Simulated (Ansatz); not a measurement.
**SnSiH6O (SMILES [SiH3][O][SnH3]) at MP2/def2-SVP (core potential)**

Aim: the vertical singlet–triplet gap of SnSiH6O at MP2/def2-SVP (core potential), from 2 runs. 

Program for the calculation: Ansatz 0.2.0.

63 further runs of the same task are left out: 63 set aside as unsound or not needed. Runs told in other sessions of the task aren't counted.

## (1) The structure to begin with

The species is SnSiH6O (9 atoms), meant as a singlet with charge 0. As SMILES, `[SiH3][O][SnH3]`. The shape is that of a PBE0-D4/def2-TZVP optimisation.

Bond lengths: Si1–O2 1.627 Å, O2–Sn3 1.963 Å, Si1–H4 1.492 Å, Si1–H5 1.486 Å, Si1–H6 1.492 Å, Sn3–H7 1.699 Å, Sn3–H8 1.705 Å, Sn3–H9 1.705 Å. Some angles: Si1–O2–Sn3 136.6°, O2–Si1–H4 111.4°, O2–Si1–H5 109.0°, O2–Si1–H6 111.4°, O2–Sn3–H7 103.7°, O2–Sn3–H8 106.7°, O2–Sn3–H9 106.7°, H4–Si1–H5 108.8°, H4–Si1–H6 107.4°, H5–Si1–H6 108.8°.

## (2) The energy at MP2/def2-SVP (core potential)

input.yaml

```yaml
crystal:
  periodic: [false, false, false]
  atoms:
    - {symbol: Si, position_ang: [-0.707500, 1.106300, -0.961800]}
    - {symbol: O, position_ang: [0.549600, 0.232700, -0.411000]}
    - {symbol: Sn, position_ang: [0.837100, -1.145700, 0.956400]}
    - {symbol: H, position_ang: [-1.786000, 0.228100, -1.502000]}
    - {symbol: H, position_ang: [-0.233000, 2.004100, -2.046400]}
    - {symbol: H, position_ang: [-1.309600, 1.937400, 0.121200]}
    - {symbol: H, position_ang: [2.493700, -1.499800, 0.829900]}
    - {symbol: H, position_ang: [-0.166000, -2.460900, 0.544700]}
    - {symbol: H, position_ang: [0.410100, -0.448400, 2.452000]}
basis:
  gaussian:
    orbitals: def2-SVP
accuracy: high
correlation:
  method: mp2
  frozen_orbitals: {H: 0, O: 1, Si: 5, Sn: 4}
```

Run with:

```sh
$ ansatz run input.yaml --threads 1 --pin off --max-ram 2610MiB --events-out events.jsonl --progress --plain --runs-dir runs
```

What it wrote:

```text
Warning: RAYON_NUM_THREADS=1 ignored (pool sized by the plan → 1); use --threads N
Functional definition: HF
  name "HF"
  exchange = exact_x
  correlation = 0
2073 factors; integrals over basis functions are off by at most 7.3e-9 eV
mean field evaluation 1: about -15793.2504 eV, gradient 3.6e1 eV
mean field evaluation 2: about -15793.3526 eV, gradient 3.6e1 eV
mean field evaluation 4: about -15796.2991 eV, gradient 2.7e0 eV
mean field evaluation 8: about -15796.3352 eV, gradient 9.5e-2 eV
mean field evaluation 16: about -15796.3353 eV, gradient 1.2e-8 eV
mean field -15796.33525574 eV, -580.5046135079 hartree, gradient 1.2e-8 eV, S^2 0.000000; 0 other end points of the search recorded, 0 dependent functions left out
10 core orbitals not correlated: weight in the atoms' cores, before any rotation towards them, 1.000 or more for the frozen orbitals, at most 0.000 for the correlated occupied ones
reference -15796.33525574 eV, -580.5046135079 hartree; 15, 15 occupied and 63, 63 virtual orbitals, 2073 factors
second order -11.07148922 eV of doubles, -0.00000000 eV of singles
Total energy: -15807.40674496 eV, -580.9114832321 hartree
```

It took 3.6 s on 1 thread of Arm Neoverse V1, shared host; peak memory 0.25 GiB.

## (3) The triplet, same level

molecule.yaml

```yaml
basis:
  gaussian: {orbitals: def2-SVP}
crystal:
  periodic: [false, false, false]
  atoms:
    - {symbol: Si, position_ang: [-0.707500, 1.106300, -0.961800]}
    - {symbol: O, position_ang: [0.549600, 0.232700, -0.411000]}
    - {symbol: Sn, position_ang: [0.837100, -1.145700, 0.956400]}
    - {symbol: H, position_ang: [-1.786000, 0.228100, -1.502000]}
    - {symbol: H, position_ang: [-0.233000, 2.004100, -2.046400]}
    - {symbol: H, position_ang: [-1.309600, 1.937400, 0.121200]}
    - {symbol: H, position_ang: [2.493700, -1.499800, 0.829900]}
    - {symbol: H, position_ang: [-0.166000, -2.460900, 0.544700]}
    - {symbol: H, position_ang: [0.410100, -0.448400, 2.452000]}
correlation: {method: mp2, frozen_orbitals: {H: 0, O: 1, Si: 5, Sn: 4}}
magnetization: {spin_polarized: true, initial_magnetization: 2}
accuracy: high
```

Run with:

```sh
$ ansatz run molecule.yaml --threads 1 --pin off --max-ram 2610MiB --events-out events.jsonl --progress --plain --runs-dir runs
```

What it wrote, cut to the lines that bear on the results:

```text
Warning: RAYON_NUM_THREADS=1 ignored (pool sized by the plan → 1); use --threads N
Functional definition: HF
  name "HF"
[...]
2073 factors; integrals over basis functions are off by at most 7.3e-9 eV
[...]
mean field -15790.13743243 eV, -580.2768477023 hartree, gradient 4.4e-8 eV, S^2 2.013650; 7 other end points of the search recorded, 0 dependent functions left out
10 core orbitals not correlated: weight in the atoms' cores, before any rotation towards them, 1.000 or more for the frozen orbitals, at most 0.000 for the correlated occupied ones
reference -15790.13743243 eV, -580.2768477023 hartree; 16, 14 occupied and 62, 64 virtual orbitals, 2073 factors
second order -10.17112858 eV of doubles, -0.00000000 eV of singles
Total energy: -15800.30856101 eV, -580.6506297835 hartree
```

It took 14 s on 1 thread of Arm Neoverse V1, shared host; peak memory 0.5 GiB.

## (4) Outcome

At MP2/def2-SVP (core potential), 10 core orbitals frozen:

```
                                             quantity          value
                                singlet: total energy  -580.91148 Eh
singlet: correlation energy (10 core orbitals frozen)     -406.9 mEh
                                triplet: total energy  -580.65063 Eh
triplet: correlation energy (10 core orbitals frozen)     -373.8 mEh
           triplet: ⟨S²⟩ of the reference determinant          2.014
     vertical energy of the triplet above the singlet       7.098 eV
```

At this shape the triplet lies 7.10 eV (685 kJ/mol) above the singlet.
